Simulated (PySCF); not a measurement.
# Oxygen: the same states on changed settings

Aim: see what changed settings do to total energies and their difference. The change: a valence shell is frozen, unsound on purpose. A sound run of the same states serves as the yardstick.

Program: PySCF 2.14.0. Level of theory: unrestricted determinants in a Gaussian basis, no spin-orbit coupling in the energies. These are calculated values, not measurements, unless marked.

6 further runs of the same task are left out: 6 that didn't finish.

## 1. The system

```
Element                                   : oxygen (Z = 8)
Basis                                     : def2-SVP (3s2p1d, 14 functions)
Hamiltonian                               : the non-relativistic Hamiltonian (point nucleus)
State 1                                   : O: [He] 2s2 2p4, high-spin 3P determinant
State 2                                   : O⁺: [He] 2s2 2p3, high-spin 4S determinant
Methods                                   : MP2, CCSD(T)
Core shells frozen in the correlated runs : valence: [He] 2s2 (for O)
```

The outer shells:

O [He] 2s2 2p4
```
[He] core
2s [↑↓]
2p [↑↓][↑ ][↑ ]
```

O+ [He] 2s2 2p3
```
[He] core
2s [↑↓]
2p [↑ ][↑ ][↑ ]
```

The sound run (def2-SVP, the non-relativistic Hamiltonian (point nucleus), symmetry-adapted start, fine grid, valence correlation) gave:

```
species             method  energy (hartree)
      O                UHF         -74.72010
      O              B3LYP         -75.00076
      O             M06-2X         -74.97256
      O      MP2 (valence)         -74.82140
      O  CCSD(T) (valence)         -74.83747
     O⁺                UHF         -74.27607
     O⁺              B3LYP         -74.48553
     O⁺             M06-2X         -74.47163
     O⁺      MP2 (valence)         -74.34500
     O⁺  CCSD(T) (valence)         -74.36051
```

One driver process ran all states and methods and kept the integrals in memory. Each run is shown as a PySCF script that sums up its settings (the driver passes frozen orbitals as a list and adds second-order terms of double hybrids); the logs are those of the runs themselves. The driver starts from symmetry-adapted Hartree-Fock orbitals, holds the occupation by maximum overlap and uses a logarithmic radial grid for functionals, so a plain start would take other cycles.

The driver's launch:

```
OMP_NUM_THREADS=1 python atomrun2.py TASK.json OUT
```

## 2. Changed run, O, method by method

Level: MP2 (valence).

input.py reads:

```python
from pyscf import gto, scf, dft, mp, cc
import basis_set_exchange as bse
mol = gto.M(atom="O 0 0 0", charge=0, spin=2, symmetry="D2h",
            basis=gto.basis.parse(bse.get_basis("def2-SVP", elements=["O"], fmt="nwchem", header=False)))
mf = scf.UHF(mol)
mf.irrep_nelec = {'Ag': (2, 2), 'B1u': (1, 0), 'B2u': (1, 1), 'B3u': (1, 0)}
mf.kernel()
mp.UMP2(mf, frozen=2).kernel()
```

The driver printed no log here.

It took 0.01 s on 1 thread of AMD EPYC 7B13, shared host, the integrals not counted.

With 4 electrons correlated, the MP2 correlation energy is -0.04933 hartree (-0.01868 same spin, -0.03065 opposite spin); the SCS form gives -0.04300. Largest pairs of shells: 2p-2p -0.0493.

Level: CCSD(T) (valence).

input.py differs from the last one in:

```diff
@@ -7,2 +7,3 @@
 mf.kernel()
-mp.UMP2(mf, frozen=2).kernel()
+mycc = cc.CCSD(mf, frozen=2).run()
+mycc.ccsd_t()
```

Standard output:

```text
CC2 = 0
CCSD nocc = (np.int64(3), np.int64(1)), nmo = (12, 12)
frozen orbitals [[0, 1], [0, 1]]
max_cycle = 100
direct = 0
conv_tol = 1e-08
conv_tol_normt = 1e-06
diis_space = 8
diis_start_cycle = 0
Init t2, MP2 energy = -0.0493256706293156
Init E_corr(UCCSD) = -0.0493256706427094
cycle = 1  E_corr(UCCSD) = -0.0555502300160113  dE = -0.00622455937  norm(t1,t2) = 0.0148613
cycle = 2  E_corr(UCCSD) = -0.0563669708285343  dE = -0.000816740813  norm(t1,t2) = 0.00382479
cycle = 3  E_corr(UCCSD) = -0.0566013352665381  dE = -0.000234364438  norm(t1,t2) = 0.00182681
cycle = 4  E_corr(UCCSD) = -0.0565823967651439  dE = 1.89385014e-05  norm(t1,t2) = 0.000500953
cycle = 5  E_corr(UCCSD) = -0.0565861252503951  dE = -3.72848525e-06  norm(t1,t2) = 7.85114e-05
cycle = 6  E_corr(UCCSD) = -0.0565857522466348  dE = 3.7300376e-07  norm(t1,t2) = 1.1988e-05
cycle = 7  E_corr(UCCSD) = -0.0565858201939508  dE = -6.7947316e-08  norm(t1,t2) = 1.377e-06
cycle = 8  E_corr(UCCSD) = -0.0565858150387993  dE = 5.15515151e-09  norm(t1,t2) = 1.153e-07
UCCSD converged
E(UCCSD) = -74.77668673878287  E_corr = -0.0565858150387993
UCCSD(T) correction = -0.000178903692676634
```

It took 0.08 s on 1 thread of AMD EPYC 7B13, shared host, the integrals not counted.

CCSD correlation -0.05659 hartree, triples -0.00018; total -74.776866. T1 = 0.002, largest double amplitude 0.055.

## 3. Changed run, O⁺

Level: MP2 (valence).

input.py reads:

```python
from pyscf import gto, scf, dft, mp, cc
import basis_set_exchange as bse
mol = gto.M(atom="O 0 0 0", charge=1, spin=3, symmetry="D2h",
            basis=gto.basis.parse(bse.get_basis("def2-SVP", elements=["O"], fmt="nwchem", header=False)))
mf = scf.UHF(mol)
mf.irrep_nelec = {'Ag': (2, 2), 'B1u': (1, 0), 'B2u': (1, 0), 'B3u': (1, 0)}
mf.kernel()
mp.UMP2(mf, frozen=2).kernel()
```

No log was kept for this step.

It took 0.01 s on 1 thread of AMD EPYC 7B13, shared host, the integrals not counted.

With 3 electrons correlated, the MP2 correlation energy is -0.01653 hartree (-0.01653 same spin, 0.00000 opposite spin); the SCS form gives -0.00551. Largest pairs of shells: 2p-2p -0.0165.

Level: CCSD(T) (valence).

input.py differs from the last one in:

```diff
@@ -7,2 +7,3 @@
 mf.kernel()
-mp.UMP2(mf, frozen=2).kernel()
+mycc = cc.CCSD(mf, frozen=2).run()
+mycc.ccsd_t()
```

Standard output:

```text
CC2 = 0
CCSD nocc = (np.int64(3), np.int64(0)), nmo = (12, 12)
frozen orbitals [[0, 1], [0, 1]]
max_cycle = 100
direct = 0
conv_tol = 1e-08
conv_tol_normt = 1e-06
diis_space = 8
diis_start_cycle = 0
Init t2, MP2 energy = -0.0165267568549693
Init E_corr(UCCSD) = -0.0165267568572495
cycle = 1  E_corr(UCCSD) = -0.0192807473716629  dE = -0.00275399051  norm(t1,t2) = 0.0100672
cycle = 2  E_corr(UCCSD) = -0.0197495934257289  dE = -0.000468846054  norm(t1,t2) = 0.0020775
cycle = 3  E_corr(UCCSD) = -0.0198573888554805  dE = -0.00010779543  norm(t1,t2) = 0.000476446
cycle = 4  E_corr(UCCSD) = -0.0198537439300971  dE = 3.64492538e-06  norm(t1,t2) = 2.33871e-05
cycle = 5  E_corr(UCCSD) = -0.0198537374709159  dE = 6.45918121e-09  norm(t1,t2) = 2.17966e-07
UCCSD converged
E(UCCSD) = -74.29592435406266  E_corr = -0.01985373747091587
UCCSD(T) correction = -3.64662732424412e-05
```

Time after the integrals: 0.04 s (1 thread of AMD EPYC 7B13, shared host).

CCSD correlation -0.01985 hartree, triples -0.00004; total -74.295961. T1 = 0.002, largest double amplitude 0.029.

## 4. What moved

```
species             method  converged  energy less sound run (eV)
      O      MP2 (valence)        yes                     +1.4143
      O  CCSD(T) (valence)        yes                     +1.6491
     O⁺      MP2 (valence)        yes                     +1.4260
     O⁺  CCSD(T) (valence)        yes                     +1.7565
```

Ionisation energy of O:

```
 method  sound run (eV)  changed run (eV)  shift (eV)
    UHF          12.083            12.083      +0.000
    MP2          12.963            12.975      +0.012
SCS-MP2          12.985            13.103      +0.118
   CCSD          12.972            13.082      +0.111
CCSD(T)          12.979            13.086      +0.107
```

## 5. What came out

```
                                 quantity                      value
                                   change  a valence shell is frozen
                           runs converged                     4 of 4
largest shift of a converged total energy                    1.76 eV
   largest shift of the ionisation energy        +0.118 eV (SCS-MP2)
```

The ionisation energy moves by up to 0.12 eV, at SCS-MP2. Freezing a valence shell removes pair correlation that changes on ionisation. The setting is unsound on purpose, so these numbers are no properties of the atom.
